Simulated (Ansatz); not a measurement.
**LaS (Fm-3m): equation of state with a fit in Python**

Where is the equilibrium volume of LaS (Fm-3m), and how stiff is it? Wanted for LaS (Fm-3m): an equation of state with a fit.

Computed with Ansatz 0.2.0 through its Python package. Level of theory: DFT PBEsol, plane waves, PAW.

### Step 1. Starting point

The structure is cubic, space group Fm-3m (No. 225). Conventional cell: a = 5.854 Å, b = 5.854 Å, c = 5.854 Å, α = 90.00°, β = 90.00°, γ = 90.00°. La (site symmetry m-3m) has 6 S at 2.93 Å as nearest neighbours. S (site symmetry m-3m) has 6 La at 2.93 Å as nearest neighbours.

The script holds or builds the structure itself.

### Step 2. The script

las_eos.py reads:

```python
"""Energy against volume for LaS, with a fit."""

import ansatz as az
import numpy as np
from scipy.optimize import curve_fit

vectors0 = np.array([
    [0.0, 2.927, 2.927],
    [2.927, 0.0, 2.927],
    [2.927, 2.927, 0.0],
])
sites = [
    ("La", (0.0, 0.0, 0.0)),
    ("S", (0.5, 0.5, 0.5)),
]


def build(cell):
    crystal = az.Crystal(lattice=az.Lattice.of(cell))
    for symbol, position in sites:
        crystal = crystal.atom(symbol, position)
    return crystal

def vinet(v, e0, v0, b0, b1):
    eta = (v / v0) ** (1 / 3)
    return e0 + 2 * b0 * v0 / (b1 - 1) ** 2 * (2 - (5 + 3 * b1 * (eta - 1) - 3 * eta) * np.exp(-1.5 * (b1 - 1) * (eta - 1)))

# uniform scaling of the cell
volumes, energies, pressures = [], [], []
for scale in np.linspace(0.9, 1.1, 9):
    cell = vectors0 * scale ** (1 / 3)
    setup = build(cell).calculation()
    setup = setup.pseudopotentials("paw")
    setup = setup.functional("PBEsol")
    setup = setup.occupations("fermi_dirac", width=150 * az.meV)
    setup = setup.basis(450).kpoints(8, 8, 8)
    setup = setup.stress()
    summary = setup.run().report
    volumes.append(abs(np.linalg.det(cell)) / len(sites))
    energies.append(summary["free_energy_ev"] / len(sites))
    pressures.append(np.trace(summary["stress_gpa"]) / 3)
    print(f"V = {volumes[-1]:8.4f} A^3/atom  F = {energies[-1]:.5f} eV/atom  P = {pressures[-1]:8.3f} GPa")

guess = (min(energies), volumes[int(np.argmin(energies))], 0.5, 4.5)
(e0, v0, b0, b1), _ = curve_fit(vinet, np.array(volumes), np.array(energies), p0=guess, maxfev=20000)
print(f"Vinet fit: V0 = {v0:.4f} A^3/atom, B0 = {160.21766 * b0:.1f} GPa, B1 = {b1:.2f}")
print("largest residual", round(1000 * float(np.abs(vinet(np.array(volumes), e0, v0, b0, b1) - energies).max()), 3), "meV/atom")
```

### Step 3. The calls as engine input

The package turns the script's settings into the engine's input (first run):

```yaml
crystal:
  lattice:
    - [0.0, 2.825987428740678, 2.825987428740678]
    - [2.825987428740678, 0.0, 2.825987428740678]
    - [2.825987428740678, 2.825987428740678, 0.0]
  atoms:
    - { symbol: La, position: [0.0, 0.0, 0.0] }
    - { symbol: S, position: [0.5, 0.5, 0.5] }
basis:
  ecutwfc: 450.0
kpoints:
  mp_grid:
    grid: [8, 8, 8]
hamiltonian:
  xc: pbesol
  pseudopotentials:
    kind: paw
scf:
  occupations:
    method: fermi_dirac
    width: 0.15
output:
  stress: true
```

### Step 4. Launch

Started as:

```sh
$ python las_eos.py
```

The log of the run:

```text
V =  22.5689 A^3/atom  F = -3525.29697 eV/atom  P =    8.792 GPa
V =  23.1958 A^3/atom  F = -3525.32481 eV/atom  P =    5.517 GPa
V =  23.8227 A^3/atom  F = -3525.34071 eV/atom  P =    2.674 GPa
V =  24.4497 A^3/atom  F = -3525.34623 eV/atom  P =    0.206 GPa
V =  25.0766 A^3/atom  F = -3525.34275 eV/atom  P =   -1.934 GPa
V =  25.7035 A^3/atom  F = -3525.33146 eV/atom  P =   -3.791 GPa
V =  26.3304 A^3/atom  F = -3525.31341 eV/atom  P =   -5.398 GPa
V =  26.9573 A^3/atom  F = -3525.28950 eV/atom  P =   -6.788 GPa
V =  27.5842 A^3/atom  F = -3525.26054 eV/atom  P =   -7.986 GPa
Vinet fit: V0 = 24.5065 A^3/atom, B0 = 88.7 GPa, B1 = 4.54
largest residual 0.004 meV/atom
```

It took 11 s on 1 thread of Arm Neoverse V2, shared host; peak memory 0.45 GiB.

### Step 5. Inputs of later runs

The engine's inputs for some of the other runs:

Run 2, against run 1:

```diff
@@ -3,3 +3,3 @@
-    - [0.0, 2.825987428740678, 2.825987428740678]
-    - [2.825987428740678, 0.0, 2.825987428740678]
-    - [2.825987428740678, 2.825987428740678, 0.0]
+    - [0.0, 2.8519153672083117, 2.8519153672083117]
+    - [2.8519153672083117, 0.0, 2.8519153672083117]
+    - [2.8519153672083117, 2.8519153672083117, 0.0]
```

Run 6, against run 1:

```diff
@@ -3,3 +3,3 @@
-    - [0.0, 2.825987428740678, 2.825987428740678]
-    - [2.825987428740678, 0.0, 2.825987428740678]
-    - [2.825987428740678, 2.825987428740678, 0.0]
+    - [0.0, 2.951191179681696, 2.951191179681696]
+    - [2.951191179681696, 0.0, 2.951191179681696]
+    - [2.951191179681696, 2.951191179681696, 0.0]
```

Run 7, against run 1:

```diff
@@ -3,3 +3,3 @@
-    - [0.0, 2.825987428740678, 2.825987428740678]
-    - [2.825987428740678, 0.0, 2.825987428740678]
-    - [2.825987428740678, 2.825987428740678, 0.0]
+    - [0.0, 2.974992136397076, 2.974992136397076]
+    - [2.974992136397076, 0.0, 2.974992136397076]
+    - [2.974992136397076, 2.974992136397076, 0.0]
```

Lines on the test bed's own set-up are left out of the output.

### Step 6. What each run gave

From the records of these 9 runs:

```
run  volume (Å³/atom)  energy from run 4 (meV/atom)  pressure (GPa)  SCF cycles  CPU time (s)
  1            22.569                         49.26            8.79           6             1
  2            23.196                         21.41            5.52           6          0.86
  3            23.823                          5.52            2.67           6          0.89
  4            24.450                          0.00            0.21           6           0.9
  5            25.077                          3.48           -1.93           6          0.92
  6            25.703                         14.77           -3.79           6          0.93
  7            26.330                         32.82           -5.40           6          0.95
  8            26.957                         56.72           -6.79           6           1.4
  9            27.584                         85.69           -7.99           6           1.6
```

Energies are free energies F = E - TS of the smeared occupations. 

### Step 7. Outcome

```
                      quantity           value
                 runs compared               9
               range of energy  85.69 meV/atom
lowest point, volume (Å³/atom)          24.450
      equilibrium volume (fit)   24.51 Å³/atom
            bulk modulus (fit)          89 GPa
```

A third-order Birch-Murnaghan fit through the 9 points (the script's own form differs a little) has its minimum at 24.51 Å³ an atom, 2.3 % below the typed cell, with a bulk modulus of 89 GPa and dB/dP = 4.6. From that minimum the energy rises by 49.3 meV an atom on the compressed side and 85.7 meV on the expanded side. Notes:
- For a metal this k-point mesh is coarse: on a finer one energies can move by several to tens of meV an atom and pressures by half a GPa or more, differences at one mesh by less.
- The smearing is wide enough that free energy and stress hold a thermal part of the electrons.
- Pressure is positive in compression.
